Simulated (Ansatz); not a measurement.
This script drives the Ansatz DFT code, driven from Python.

Script `lattice_pd3pbc.py`:
```python
'''How the lattice of Pd3PbC depends on the functional.'''

import ansatz as az
import numpy as np

CUTOFF = 450
KMESH = (6, 6, 6)
OCCUPATIONS = 'cold'
WIDTH_EV = 0.1
FMAX = 0.03

def edges_and_angles(cell):
    cell = np.asarray(cell)
    a, b, c = np.linalg.norm(cell, axis=1)
    cosines = cell[1] @ cell[2] / (b * c), cell[0] @ cell[2] / (a * c), cell[0] @ cell[1] / (a * b)
    return (a, b, c, *np.degrees(np.arccos(cosines)))

vectors = np.array([
    [4.298945, 0.0, 0.0],
    [0.0, 4.298945, 0.0],
    [0.0, 0.0, 4.298945],
])
cell = (
    az.Lattice.of(vectors)
    .atom('Pd', (0.0, 0.5, 0.5))
    .atom('Pd', (0.5, 0.5, 0.0))
    .atom('Pd', (0.5, 0.0, 0.5))
    .atom('Pb', (0.0, 0.0, 0.0))
    .atom('C', (0.5, 0.5, 0.5))
)

calculation = (
    cell.calculation()
    .basis(CUTOFF)
    .kpoints(mesh=KMESH)
    .occupations(OCCUPATIONS, width=WIDTH_EV)
    .relax(cell=True, force_tolerance=FMAX)
)

levels = [('r2scan', 'none'), ('r2scan', 'd4'), ('revpbe', 'd3bj'), ('pbe', 'none')]
print('level            a       b       c    alpha   beta  gamma  V/atom  steps')
for name, dispersion in levels:
    seen = []
    run = calculation.functional(name, dispersion=dispersion).session().plan()
    done = run.execute(on_event=lambda e: seen.append(e) if e['event'] == 'relax_step' else None)
    cell = done.lattice.cell_ang
    label = name if dispersion == 'none' else f'{name}+{dispersion}'
    print('{:13s} {:7.4f} {:7.4f} {:7.4f} {:6.2f} {:6.2f} {:6.2f}'.format(label, *edges_and_angles(cell)), f'{abs(np.linalg.det(cell)) / len(done.lattice.sites):7.3f} {len(seen):5d}')
```

It is started by `python lattice_pd3pbc.py`. How long does it take on 1 thread of Intel(R) Xeon(R) Platinum 8259CL CPU @ 2.50GHz (Skylake/Cascade Lake), with other jobs on the host, and how much memory does it need?

It took about 3 min, with a peak of 0.64 GiB, for 4 runs of the engine.

```console
$ python lattice_pd3pbc.py
level            a       b       c    alpha   beta  gamma  V/atom  steps
DeckWarning: basis.ecutwfc = 450 eV is below the records' recommended 500 eV, and the density's cutoff is lower with it unless basis.ecutrho_ratio is high enough to keep the records' density cutoff: compare with a run at a higher cutoff
r2scan         4.2581  4.2581  4.2581  90.00  90.00  90.00  15.441     5
r2scan+d4      4.2445  4.2445  4.2445  90.00  90.00  90.00  15.294     5
revpbe+d3bj    4.2149  4.2149  4.2149  90.00  90.00  90.00  14.976     5
pbe            4.2856  4.2856  4.2856  90.00  90.00  90.00  15.742     4
```
(Warnings from the package without file and line.)

From smallest to largest: revPBE+D3BJ (14.98 Å³ an atom, -5.8 % against the start), r2SCAN+D4 (15.29 Å³ an atom, -3.8 % against the start), r2SCAN (15.44 Å³ an atom, -2.8 % against the start) and PBE (15.74 Å³ an atom, -0.9 % against the start). The spread is 5.1 % in volume.

What to keep in mind:
- The cutoff lies under the one recommended for these potentials in some of the runs.
- Spin is left out of this run.
- Forces vanish by symmetry, so the ions can't move, and the end may be a saddle.
- Dispersion corrections can be off by several per cent in the lattices of metals, and by several GPa in the pressure at a fixed cell.
- The mesh is modest for a metal, so energies can be off by several to tens of meV an atom and pressures by half a GPa or more; differences at equal mesh fare better.
- Spin-orbit coupling, which matters for elements this heavy, is left out.
- This cell is a computed structure, which may not be the phase found in nature.
